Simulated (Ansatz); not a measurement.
# B5H7Si: the cost of one run

Method: RKS PBE0-D4/def2-TZVPD; program: Ansatz 0.2.0, Gaussian basis.

The runs, in order: a single point at PBE0-D4/def2-TZVPD.

2 further runs of the same task are left out: 2 set aside as unsound or not needed. Runs told in other sessions of the task aren't counted.

## 1. The geometry

The geometry is that of the singlet, from an earlier relaxation (PBE-D4/def2-SVPD).

13 atoms, charge -2, spin multiplicity 1.

Atoms are counted from 1 here; the program's logs count them from 0.

Bond lengths: B1–B2 1.806 Å, B1–B3 1.688 Å, B1–B4 1.688 Å, B1–B5 1.809 Å, B1–Si6 1.967 Å, B2–B3 1.692 Å, B2–B4 1.693 Å, B2–B5 1.818 Å, B2–H10 1.234 Å, B3–B5 1.691 Å, B3–H11 1.224 Å, B4–B5 1.692 Å, B4–H12 1.223 Å, B5–H13 1.234 Å, Si6–H7 1.543 Å, Si6–H8 1.545 Å, Si6–H9 1.553 Å. Angles: B2–B1–B3 57.8°, B2–B1–B4 57.8°, B2–B1–B5 60.4°, B2–B1–Si6 150.2°, B3–B1–B4 103.8°, B3–B1–B5 57.7°, B3–B1–Si6 125.5°, B4–B1–B5 57.8°, B4–B1–Si6 130.6°, B5–B1–Si6 149.2°, B1–B2–B3 57.6°, B1–B2–B4 57.6°, B1–B2–B5 59.9°, B1–B2–H10 149.0°, B3–B2–B4 103.4°, B3–B2–B5 57.5°, B3–B2–H10 128.7°, B4–B2–B5 57.5° and more.

The ion is computed in the gas phase, without counter-ions or solvent.

Bonds by kind at the end (by distance):

| bond | count | shortest (Å) | longest (Å) |
| --- | --- | --- | --- |
| B–B | 9 | 1.688 | 1.818 |
| B–Si | 1 | 1.967 | 1.967 |
| B–H | 4 | 1.223 | 1.234 |
| H–Si | 3 | 1.543 | 1.553 |

## 2. Single point, PBE0-D4/def2-TZVPD

start.molden holds the orbitals of an earlier run on this state, given as this run's starting guess.

Contents of in.yaml:

```yaml
crystal:
  periodic: [false, false, false]
  atoms:
    - {symbol: B, position_ang: [-0.002196, 0.042538, 0.113681]}
    - {symbol: B, position_ang: [0.530087, -1.401773, -0.830712]}
    - {symbol: B, position_ang: [0.677613, 0.175001, -1.425192]}
    - {symbol: B, position_ang: [-0.929833, -1.364519, 0.025015]}
    - {symbol: B, position_ang: [-0.901718, -0.427572, -1.383325]}
    - {symbol: Si, position_ang: [0.266537, 1.307807, 1.595228]}
    - {symbol: H, position_ang: [-0.271793, 2.737911, 1.381710]}
    - {symbol: H, position_ang: [1.721050, 1.616803, 2.013282]}
    - {symbol: H, position_ang: [-0.323539, 1.042832, 3.006952]}
    - {symbol: H, position_ang: [1.306701, -2.351404, -0.962579]}
    - {symbol: H, position_ang: [1.420930, 0.896012, -2.077415]}
    - {symbol: H, position_ang: [-1.666099, -2.057414, 0.713968]}
    - {symbol: H, position_ang: [-1.827741, -0.216222, -2.170613]}
basis:
  gaussian: {orbitals: def2-TZVPD, initial_orbitals: start.molden}
total_charge: -2
hamiltonian: {xc: pbe0, dispersion: d4}
scf: {omitted_lower_state_checks: [starts]}
output: {orbitals: {seedname: orbitals}}
```

Started as:

```bash
ansatz run in.yaml --threads 4 --pin off --events-out ev --progress --plain --max-ram 4787MiB
```

**Question.** How long does this run take on 4 threads of Arm Neoverse V1, shared host, and how much memory does it need?

About 6.5 s, with a peak of 0.8 GiB.
